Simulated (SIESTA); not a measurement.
Here is a SIESTA 5.4.2 calculation.

File Y.fdf:

```
SystemName                      Y
SystemLabel                     Y
NumberOfSpecies                 1
NumberOfAtoms                   3
%block ChemicalSpeciesLabel
  1  39 Y
%endblock ChemicalSpeciesLabel

UseStructFile                   true

%block kgrid.MonkhorstPack
    8   0   0  0.0
    0   8   0  0.0
    0   0   1  0.0
%endblock kgrid.MonkhorstPack
XC.Functional                   GGA
XC.Authors                      PBE
PAO.BasisSize                   DZP
PAO.EnergyShift                 0.003 Ry
Mesh.Cutoff                     800 Ry
OccupationFunction              FD
ElectronicTemperature           0.05 eV
Slab.DipoleCorrection           vacuum
MaxSCFIterations                120
SCF.MustConverge                false
SCF.Mixer.Method                Pulay
SCF.Mixer.Weight                0.25
SCF.Mixer.History               8
SCF.DM.Tolerance                5.0e-05
SCF.H.Tolerance                 1.0e-03 eV
WriteForces                     true
Charge.Mulliken                 end
Charge.Hirshfeld                end
Charge.Voronoi                  end
SaveRho                         true
SaveElectrostaticPotential      true
BandLinesScale                  ReciprocalLatticeVectors
%block BandLines
    1    0.000000   0.000000   0.000000  \Gamma
   14    0.500000   0.000000   0.000000  M
    8    0.333333   0.333333   0.000000  K
   16    0.000000   0.000000   0.000000  \Gamma
    2    0.000000   0.000000   0.500000  A
   14    0.500000   0.000000   0.500000  L
    8    0.333333   0.333333   0.500000  H
   16    0.000000   0.000000   0.500000  A
    1    0.500000   0.000000   0.500000  L
    2    0.500000   0.000000   0.000000  M
    1    0.333333   0.333333   0.000000  K
    2    0.333333   0.333333   0.500000  H
%endblock BandLines
%block PAO.Basis
  Y 5
  n=4 0 2
    3.677 0.000
  n=5 0 2
    9.467 0.000
  n=4 1 2
    4.308 0.000
  n=5 1 1
    9.467
  n=4 2 2
    8.361 0.000
%endblock PAO.Basis
```

File Y.STRUCT_IN:

```
   3.6514992371     0.0000000000     0.0000000000
  -1.8257496186     3.1622911012     0.0000000000
   0.0000000000     0.0000000000    20.7474000000
3
1  39    0.3333333333     0.6666666666     0.3614910784
1  39    0.6666666667     0.3333333334     0.5000000000
1  39    0.3333333333     0.6666666666     0.6385089216
```

Potentials or basis: PseudoDojo 0.4 standard (PBE files), DZP (energy shift 0.003 Ry; two zetas on semicore shells).

Command:

```sh
$ siesta Y.fdf > Y.out 2>&1
```

Question: What does it give for the work function?

Answer: 3.06 eV.

Question: What does it give for the largest force?

Answer: 0.178 eV/Å.

Question: Estimate the band gap on the k mesh.

Answer: None (metal or under the smearing width).

Forces in eV/Å, atoms in the order of the input:
```
Y    0.000  0.000  0.178
Y    0.000  0.000  0.000
Y    0.000  0.000 -0.178
```

Caveat: the basis of atomic orbitals isn't converged, which shifts pressures, moduli and gaps.
